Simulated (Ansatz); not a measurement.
# CH₂FGaO: one species, many methods

An exercise on one series of results from a longer session: the logs are not shown, and one member is left open.

Computed with Ansatz 0.2.0, Gaussian basis. Level: functionals in def2-TZVPP, the program's frozen cores in correlated methods.

Plan: LDA (SPW92), PBE-D4, revPBE-D4, BLYP-D4, r2SCAN-D4, B97M-V, PBE0-D4, B3LYP-D4, r2SCANh-D4, r2SCAN0-D4, HSE06-D4, BHLYP-D4, CAM-B3LYP-D4, LC-ωPBE, ωB97X-V, ωB97M-V, B2PLYP, PBE-QIDH; CCSD(T)/def2-SVP; CCSD(T)/def2-TZVPP; MP2/def2-QZVPP; extrapolation to the limit; RPA on PBE.

### The geometry

All runs share one geometry, relaxed beforehand with PBE0-D4 in a triple-zeta def2 set.

SMILES `O=[CH][GaH][F]`, 6 atoms, charge 0, spin multiplicity 1.

Atoms are counted from 1 here; the program's logs count them from 0.

Bond lengths: O1–C2 1.202 Å, C2–Ga3 2.030 Å, C2–H5 1.115 Å, Ga3–F4 1.762 Å, Ga3–H6 1.556 Å. Angles: O1–C2–Ga3 120.5°, O1–C2–H5 119.9°, Ga3–C2–H5 119.6°, C2–Ga3–F4 112.4°, C2–Ga3–H6 131.1°, F4–Ga3–H6 116.5°.

Geometry (Å):

```xyz
6
CH2FGaO
O     1.8240    0.4133   -0.8241
C     0.7147   -0.0482   -0.8567
Ga   -0.5006    0.0789    0.7642
F    -2.0723   -0.6672    0.4849
H     0.3484   -0.5502   -1.7824
H    -0.2722    0.7094    2.1679
```

The first run:

in.yaml reads:

```yaml
crystal:
  periodic: [false, false, false]
  atoms:
    - {symbol: O, position_ang: [1.823955, 0.413302, -0.824141]}
    - {symbol: C, position_ang: [0.714709, -0.048213, -0.856694]}
    - {symbol: Ga, position_ang: [-0.500553, 0.078856, 0.764180]}
    - {symbol: F, position_ang: [-2.072300, -0.667166, 0.484947]}
    - {symbol: H, position_ang: [0.348363, -0.550217, -1.782358]}
    - {symbol: H, position_ang: [-0.272173, 0.709439, 2.167866]}
basis:
  gaussian: {orbitals: def2-TZVPP}
hamiltonian: {xc: lda}
output: {orbitals: {seedname: orbitals}}
```

Started as:

```console
ansatz run in.yaml --threads 2 --pin off --events-out ev --progress --plain --max-ram 4352MiB
```

Steps of the session up to this table: LDA; PBE-D4 (GGA); revPBE-D4 (GGA); BLYP-D4 (GGA); r2SCAN-D4 (meta-GGA); B97M-V (meta-GGA); B3LYP-D4 (hybrid); r2SCANh-D4 (hybrid); r2SCAN0-D4 (hybrid); HSE06-D4 (hybrid); BHLYP-D4 (hybrid); CAM-B3LYP-D4 (range-separated); LC-ωPBE (range-separated); ωB97X-V (range-separated); ωB97M-V (range-separated); B2PLYP (double hybrid); PBE-QIDH (double hybrid).

One table of the session follows, with a row left open; its other results are not shown here.

| functional | HOMO (eV) | LUMO (eV) | gap (eV) |
| --- | --- | --- | --- |
| LDA (SPW92) | -5.95 | -3.94 | 2.01 |
| PBE-D4 | -5.78 | -3.65 | 2.13 |
| revPBE-D4 | -5.71 | -3.54 | 2.18 |
| BLYP-D4 | -5.72 | -3.56 | 2.16 |
| r2SCAN-D4 | -6.03 | -3.49 | 2.54 |
| B97M-V | -6.14 | -3.49 | 2.65 |
| PBE0-D4 | -7.15 | -2.66 | 4.48 |
| B3LYP-D4 | -6.97 | -2.95 | 4.02 |
| r2SCANh-D4 | -6.54 | -3.11 | 3.43 |
| r2SCAN0-D4 | ? | ? | ? |
| HSE06-D4 | -6.74 | -3.04 | 3.70 |
| BHLYP-D4 | -8.51 | -1.76 | 6.75 |
| CAM-B3LYP-D4 | -8.54 | -1.63 | 6.91 |
| LC-ωPBE | -9.76 | -0.36 | 9.39 |
| ωB97X-V | -9.46 | -0.49 | 8.96 |
| ωB97M-V | -9.37 | -0.65 | 8.72 |

Estimate the missing values for r2SCAN0-D4.

Worked estimate for «HOMO (eV)». Against the share of exact exchange, r2SCAN-D4 (0, -6.03), r2SCANh-D4 (0.1, -6.54) give a slope of -5.10 per unit share; at 0.25 the line stands at -7.30.

The run gave: HOMO (eV): -7.33; LUMO (eV): -2.58; gap (eV): 4.75. In «HOMO (eV)» the line misses by +0.03.
